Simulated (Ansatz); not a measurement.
Consider a comparison of functionals at one structure of InAg3, space group Pm-3m (Ansatz 0.2.0, Python API).

`inag3_xc.py`:
```python
"""Functional comparison for InAg3 (totals differ with the potentials too)."""

import ansatz as az
import pandas as pd
from pymatgen.core import Lattice, Structure
from pymatgen.io.ase import AseAtomsAdaptor

pmg_structure = Structure(
    Lattice([(4.144, 0.0, 0.0), (0.0, 4.144, 0.0), (0.0, 0.0, 4.144)]),
    ["In", "Ag", "Ag", "Ag"],
    [
        (0.0, 0.0, 0.0),
        (0.0, 0.5, 0.5),
        (0.5, 0.0, 0.5),
        (0.5, 0.5, 0.0),
    ],
)
inag3 = az.Crystal.from_ase(AseAtomsAdaptor.get_atoms(pmg_structure))

base = inag3.calculation()
base = base.pseudopotentials("paw", azcp={"folder": "soft_1"})
base = base.kpoints(mesh=(5, 5, 5))
base = base.occupations("cold", width=150 * az.meV).forces()
base = base.stress()

rows = []
for value in ["lda", "blyp", "pbesol"]:
    data = base.functional(value).run().report
    rows.append((value, data["free_energy_ev"] / len(data["lattice"]["sites"]), data["n_iterations"], sum(data["stress_gpa"][i][i] for i in range(3)) / 3, max(abs(f) for row in data["forces_ev_ang"] for f in row), data["n_kpoints"]))

table = pd.DataFrame(rows, columns=["functional", "F/atom (eV)", "iterations", "P (GPa)", "max component (eV/A)", "k-points"])
print(table.round(5).to_string(index=False))
```

Which functional puts this cell under the lowest pressure, and which under the highest?

From lowest to highest: LDA (-4.7 GPa), PBEsol (-0.6 GPa) and BLYP (13.1 GPa). At a fixed cell a lower pressure usually means a smaller equilibrium volume, so LDA prefers the smallest cell and BLYP the largest.

What the script printed:

```console
$ python inag3_xc.py
DeckWarning: basis.ecutwfc = 420 eV, auto-derived from the records' recommended cutoffs: set by In (normal level)
DeckWarning: soft_1/In.paw.azcp: the record states the generating functional pbe (its physics header spells it `PBE`), which answers neither for hamiltonian.xc's functional nor for the lda family's — results may be inconsistent (PPs are generated against a specific XC)
DeckWarning: soft_1/Ag.paw.azcp: the record states the generating functional pbe (its physics header spells it `PBE`), which answers neither for hamiltonian.xc's functional nor for the lda family's — results may be inconsistent (PPs are generated against a specific XC)
functional  F/atom (eV)  iterations  P (GPa)  max component (eV/A)  k-points
       lda  -6957.99259           8 -4.74342                   0.0        10
      blyp  -7107.69528           8 13.12746                   0.0        10
    pbesol  -7023.14189           8 -0.56590                   0.0        10
```
(Warnings from the package without file and line, repeats left out.)

Reading the output:
- BLYP can be off by several per cent in the lattices of metals, and by several GPa in the pressure at a fixed cell.
- The mesh is modest for a metal, so energies can be off by several to tens of meV an atom and pressures by half a GPa or more; differences at equal mesh fare better.
- Forces vanish by symmetry here and test nothing.
- The PAW files read here were made with PBE, not with each functional that runs on them.
- Pressure is positive in compression.
- The starting cell is as deposited in a crystallographic database; the results hold for this polymorph, which needn't be the stable one.
- Total energies of different functionals can't be compared; pressures, moments and gaps at this one structure can.
- By the engine's processor time: 3.8 s on 1 thread of Intel(R) Xeon(R) Processor @ 2.30GHz, on a shared host, peak memory 0.61 GiB.
